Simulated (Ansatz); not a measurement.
This script drives the Python package of Ansatz (0.2.0).

`adiabatic.py`
```python
'''Vertical and adiabatic ionisation of FHSb.'''

import itertools

import ansatz as az
from ase.data import atomic_numbers, covalent_radii
import numpy as np

BASIS_SET = 'def2-SVP'
XC = 'b3lyp'
DISPERSION = 'd4'
NET_CHARGE = 1

GEOMETRY = '''
F    -0.80420    1.10330   -0.32880
Sb   -0.33310   -0.78020   -0.26400
H     1.12630   -0.38790    0.57950
'''


def main() -> None:
    geometry = az.Crystal.molecule()
    for line in GEOMETRY.strip().splitlines():
        symbol, *xyz = line.split()
        geometry = geometry.atom(symbol, [float(v) for v in xyz])

    calc = (
        geometry.calculation()
        .basis(gaussian=BASIS_SET)  # atom-centred Gaussian functions
        .functional(XC, dispersion=DISPERSION)
        .spin('collinear', total=1)  # two spin channels
    )
    symbols = [site.symbol for site in geometry.cartesian_sites]
    start = np.array([site.position_ang for site in geometry.cartesian_sites], dtype=float)
    data = calc.relax(force_tolerance=0.01, max_steps=100).run(threads=1).report
    end = np.array(data['positions_ang'])

    minimum = az.Crystal.molecule()
    for symbol, place in zip(symbols, end):
        minimum = minimum.atom(symbol, place.tolist())
    ion = minimum.calculation().basis(gaussian=BASIS_SET).functional(XC, dispersion=DISPERSION).charge(NET_CHARGE)
    vertical = ion.run(threads=1).report
    settled = ion.relax(force_tolerance=0.01, max_steps=80).run(threads=1).report
    print(f'vertical ionisation energy   {vertical["free_energy_ev"] - data["free_energy_ev"]:.3f} eV')
    print(f'adiabatic, no zero point     {settled["free_energy_ev"] - data["free_energy_ev"]:.3f} eV')
    print(f'relaxation energy of the ion {vertical["free_energy_ev"] - settled["free_energy_ev"]:.3f} eV')
    ionised = np.array(settled['positions_ang'])
    # pairs closer than 1.2 times the sum of covalent radii, before or after
    radius = [covalent_radii[atomic_numbers[s]] for s in symbols]
    span = lambda where, i, j: np.linalg.norm(where[i] - where[j])
    bonded = [(i, j) for i, j in itertools.combinations(range(len(symbols)), 2) if min(span(end, i, j), span(ionised, i, j)) < 1.2 * (radius[i] + radius[j])]
    print('pair        before    after (A)')
    for i, j in bonded:
        print(f'{symbols[i]}{i}-{symbols[j]}{j}'.ljust(10), f'{span(end, i, j):8.4f} {span(ionised, i, j):8.4f}')


if __name__ == '__main__':
    main()
```

It is started by `python adiabatic.py`. Estimate its wall time and peak memory on 1 thread of Arm Neoverse V1, with other jobs on the host.

It took about 16 s, with a peak of 0.18 GiB, for 3 runs of the engine.

Running `python adiabatic.py` prints:
```text
vertical ionisation energy   8.703 eV
adiabatic, no zero point     8.655 eV
relaxation energy of the ion 0.048 eV
pair        before    after (A)
F0-Sb1       1.9555   1.8969
Sb1-H2       1.7377   1.7322
```

Notes:
- The energies are electronic: no zero-point or thermal terms, and the basis set is short of its limit. The product may relax into another structure. Each relaxation finds its nearest minimum, which needn't be the lowest.
- def2 sets replace the cores of elements past krypton by effective core potentials.
- The run takes the species as open-shell (spin multiplicity 2), which needn't be its ground state.
- b3lyp holds the VWN-RPA fit, as in Gaussian; the form of ORCA and Turbomole is b3lyp5.
- Only the spin states typed were run; another state of an ion can lie lower, by up to an eV or two.
